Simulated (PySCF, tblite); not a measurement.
# CH₉NSSi₄: geometry, infrared bands and NMR shifts

Aim: predict the infrared bands and NMR shifts of CH₉NSSi₄ (`N#C[SiH2]S[SiH2][SiH2][SiH3]`).

Programs: tblite 0.8.0 and PySCF 2.14.0, with density-fitted response routines of our own. Each step states its level of theory. These are calculated values for one molecule in the gas phase, unless marked as measured. Atoms are numbered from 0 throughout.

**1. The molecule as given**

16 atoms, charge 0, multiplicity 1; geometry from: force field or distance geometry start.

Bonds of the start (Å): N0–C1 1.17, C1–Si2 1.83, Si2–S3 2.17, S3–Si4 2.14, Si4–Si5 2.23, Si5–Si6 2.21, Si2–H7 1.45, Si2–H8 1.46, Si4–H9 1.45, Si4–H10 1.49, Si5–H11 1.48, Si5–H12 1.46, Si6–H13 1.47, Si6–H14 1.47, Si6–H15 1.47.

**2. Optimising the geometry with GFN2-xTB**

What the job is given:

```
{"job": {"kind": "relax", "xc": "GFN2-xTB", "basis": "xTB"}, "charge": 0, "multiplicity": 1}
N      3.441300     1.698500    -0.872000
C      3.172800     0.648500    -0.431300
Si     2.803300    -1.001100     0.258500
S      1.234800    -0.817300     1.740100
Si     0.130900     0.937700     1.230100
Si    -1.414200     0.535600    -0.326300
Si    -3.079500    -0.719400     0.413700
H      4.005300    -1.537000     0.863500
H      2.259000    -1.809900    -0.832400
H     -0.383500     1.580900     2.429200
H      1.117500     1.865200     0.615700
H     -0.756300    -0.205600    -1.429500
H     -1.991300     1.806000    -0.758300
H     -3.584500    -0.276300     1.724100
H     -2.769100    -2.155900     0.423000
H     -4.194200    -0.540900    -0.524500
```

Launch:

```sh
$ OMP_NUM_THREADS=1 python probes_run.py task.json out
```

This one command runs all jobs of the session in turn.

**Question.** This job is followed by: GFN2-xTB harmonic vibrations, gas phase; GIAO PBE0/pcSseg-1 NMR shielding, non-relativistic, gas phase. What will the session give for the following? strongest single infrared mode (GFN2-xTB); zero-point energy (GFN2-xTB); 13C shifts against TMS (PBE0/pcSseg-1); 1H shifts against TMS (PBE0/pcSseg-1, means over atoms taken as alike); 15N shifts against NH3 (PBE0/pcSseg-1); 29Si shifts against TMS (PBE0/pcSseg-1); 33S shifts against CS2 (PBE0/pcSseg-1).

**Answer**, as computed:

```
                                                              quantity                             value
                             strongest single infrared mode (GFN2-xTB)              602 cm⁻¹, 735 km/mol
                                          zero-point energy (GFN2-xTB)                     52.4 kcal/mol
                                13C shifts against TMS (PBE0/pcSseg-1)                         121.9 ppm
1H shifts against TMS (PBE0/pcSseg-1, means over atoms taken as alike)        5.19, 5.03, 3.64, 3.61 ppm
                                15N shifts against NH3 (PBE0/pcSseg-1)                         368.7 ppm
                               29Si shifts against TMS (PBE0/pcSseg-1)  -48.0, -60.4, -116.3, -128.6 ppm
                                33S shifts against CS2 (PBE0/pcSseg-1)                          -319 ppm
```

The optimisation took 143 steps and gained 0.468 eV; among the close pairs (by a distance rule), Si5–Si6 changed most, from 2.213 to 2.325 Å. The lowest mode is slightly imaginary (20i cm⁻¹), a soft motion within the noise of the Hessian, so the minimum is not strictly shown. The strongest single mode, at 602 cm⁻¹, is carried by H11, H12, Si5. GFN2-xTB is a fitted tight-binding method: band positions and strengths are rough. Its intensities can rank the bands wrongly. At PBE0/pcSseg-1: The widest tensor belongs to N0: span 586 ppm, with a paramagnetic part of -439 ppm.
